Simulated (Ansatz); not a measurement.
# Rb8Mg4H15: the cost of one run

Method: DFT PBEsol, plane waves, PAW, scalar-relativistic, no spin polarisation, in Ansatz 0.2.0.

1 further run of the same task is left out (it didn't finish).

## (1) The structure to begin with

The cell holds 27 atoms (H15Mg4Rb8): a = 8.432 Å, b = 6.526 Å, c = 11.462 Å, α = 90.00°, β = 90.00°, γ = 90.00°.

The coordinates stand in the first input below.

## (2) Run 1

200 steps of 0.5 fs under a Langevin thermostat at 1500 K.

Input file input.yaml:

```yaml
crystal:
  lattice:
    - [8.432464, 0.0, 0.0]
    - [0.0, 6.525798, 0.0]
    - [0.0, 0.0, 11.461672]
  atoms:
    - { symbol: Rb, position: [0.162594, 0.25, 0.5849] }
    - { symbol: Rb, position: [0.662594, 0.25, 0.9151] }
    - { symbol: Rb, position: [0.837406, 0.75, 0.4151] }
    - { symbol: Rb, position: [0.337406, 0.75, 0.0849] }
    - { symbol: Rb, position: [0.493151, 0.25, 0.300136] }
    - { symbol: Rb, position: [0.993151, 0.25, 0.199864] }
    - { symbol: Rb, position: [0.506849, 0.75, 0.699864] }
    - { symbol: Rb, position: [0.006849, 0.75, 0.800136] }
    - { symbol: Mg, position: [0.227277, 0.25, 0.919729] }
    - { symbol: Mg, position: [0.727277, 0.25, 0.580271] }
    - { symbol: Mg, position: [0.772723, 0.75, 0.080271] }
    - { symbol: Mg, position: [0.272723, 0.75, 0.419729] }
    - { symbol: H, position: [0.304713, 0.487493, 0.844677] }
    - { symbol: H, position: [0.804713, 0.012507, 0.655323] }
    - { symbol: H, position: [0.695287, 0.987493, 0.155323] }
    - { symbol: H, position: [0.195287, 0.512507, 0.344677] }
    - { symbol: H, position: [0.195287, 0.987493, 0.344677] }
    - { symbol: H, position: [0.304713, 0.012507, 0.844677] }
    - { symbol: H, position: [0.804713, 0.487493, 0.655323] }
    - { symbol: H, position: [0.004755, 0.25, 0.920885] }
    - { symbol: H, position: [0.504755, 0.25, 0.579115] }
    - { symbol: H, position: [0.995245, 0.75, 0.079115] }
    - { symbol: H, position: [0.495245, 0.75, 0.420885] }
    - { symbol: H, position: [0.814903, 0.25, 0.427684] }
    - { symbol: H, position: [0.314903, 0.25, 0.072316] }
    - { symbol: H, position: [0.185097, 0.75, 0.572316] }
    - { symbol: H, position: [0.685097, 0.75, 0.927684] }
total_charge: -1
basis:
  ecutwfc: 250.0
kpoints:
  mp_grid: { grid: [1, 2, 1] }
hamiltonian:
  xc: pbesol
scf:
  occupations: { method: fermi_dirac, width: 0.05 }
  lower_state_search: "off"
  max_iter: 85
md:
  timestep: 0.5
  n_steps: 200
  ensemble: nvt_langevin
  temperature: 1500.0
  initial_velocities: maxwell_boltzmann
  seed: 735360
  friction: 0.05
```

Started as:

```sh
ansatz run input.yaml --threads 1 --pin off --max-ram 3072MiB --backend cpu --events-out ev --progress --plain --runs-dir out
```

**Question.** How long does this run take on 1 thread of Arm Neoverse V1, shared host, and how much memory does it need?

About 9.4 min, with a peak of 0.53 GiB.
